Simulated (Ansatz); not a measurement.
Debugging a rigid scan of one bond length of C2H6SSi, SMILES C[Si]SC (Ansatz 0.2.0 through its Python package).

Script `c2h6ssi_scan.py`:
```python
'''Potential curve of C2H6SSi along one bond.'''

import ansatz as az
from ase import Atoms
import numpy as np

atoms = Atoms(['C', 'Si', 'S', 'C', 'H', 'H', 'H', 'H', 'H', 'H'], positions=[
    (-0.6574, 1.6253, 0.3704),
    (-0.9865, 0.7169, -1.1974),
    (-0.8963, -1.383, -0.7814),
    (0.9124, -1.6184, -0.2181),
    (-1.4173, 1.375, 1.1193),
    (0.3015, 1.5241, 0.7527),
    (-0.7954, 2.7471, 0.1909),
    (1.0741, -1.0403, 0.6899),
    (1.5495, -1.3105, -0.9501),
    (0.9986, -2.6876, 0.0268),
])
molecule = az.Crystal.molecule_from_ase(atoms)

symbols = [site.symbol for site in molecule.cartesian_sites]
start = np.array([site.position_ang for site in molecule.cartesian_sites])
axis = (start[7] - start[3]) / np.linalg.norm(start[7] - start[3])
moving = [7]
lengths, energies = [0.93, 1.0, 1.09, 1.2, 1.36, 1.63, 1.96, 2.39], []
for length in lengths:
    xyz = start.copy()
    xyz[moving] += (length - np.linalg.norm(start[7] - start[3])) * axis
    point = az.Crystal.molecule()
    for symbol, xyz in zip(symbols, xyz):
        point = point.atom(symbol, xyz.tolist())
    base = point.calculation()
    base = base.basis(gaussian='def2-SVP')
    base = base.functional('hf')
    base = base.spin('collinear')
    report = base.report
    energies.append(report['free_energy_ev'])
    print(f'r = {length:6.3f} A  E = {energies[-1]:.5f} eV  <S^2> = {abs(report["mean_field"]["state"]["spin_squared"]):.3f}')

print('energy above the lowest point (eV):', [round(e - min(energies), 3) for e in energies])
```

```console
$ python c2h6ssi_scan.py
Traceback (most recent call last):
  File "c2h6ssi_scan.py", line 36, in <module>
    report = base.report
             ^^^^^^^^^^^
AttributeError: 'Calculation' object has no attribute 'report'
$ echo $?
1
```

What is wrong, and how is it mended?

The fault: the calculation is never run. Mended:

```diff
--- before
+++ after
@@ -35,3 +35,3 @@
     base = base.spin('collinear')
-    report = base.report
+    report = base.run(threads=1).report
     energies.append(report['free_energy_ev'])
```

The mended script runs so:

Running `python c2h6ssi_scan.py` prints:
```text
r =  0.930 A  E = -20826.34636 eV  <S^2> = 0.492
r =  1.000 A  E = -20826.80731 eV  <S^2> = 0.492
r =  1.090 A  E = -20826.97547 eV  <S^2> = 0.491
r =  1.200 A  E = -20826.78528 eV  <S^2> = 0.491
r =  1.360 A  E = -20826.12063 eV  <S^2> = 0.490
r =  1.630 A  E = -20824.69353 eV  <S^2> = 0.500
r =  1.960 A  E = -20823.63720 eV  <S^2> = 1.128
r =  2.390 A  E = -20823.27321 eV  <S^2> = 1.403
energy above the lowest point (eV): [0.629, 0.168, 0.0, 0.19, 0.855, 2.282, 3.338, 3.702]
```

Total energies depend on the basis set; only differences at equal settings carry meaning. The rest of the molecule is held rigid at a force-field or estimated start geometry, and the basis set is modest; single-reference methods fail as a bond breaks. The expectation value of S² is noticeably off S(S+1) in at least one run, so that state is spin-contaminated. Hartree-Fock leaves correlation out, so bond, atomisation and ionisation energies come out well too low. Finished in 33 s on 1 thread of Arm Neoverse V2 (shared host), peak memory 0.33 GiB.

(Lines on the test bed's own set-up are left out of the output.)
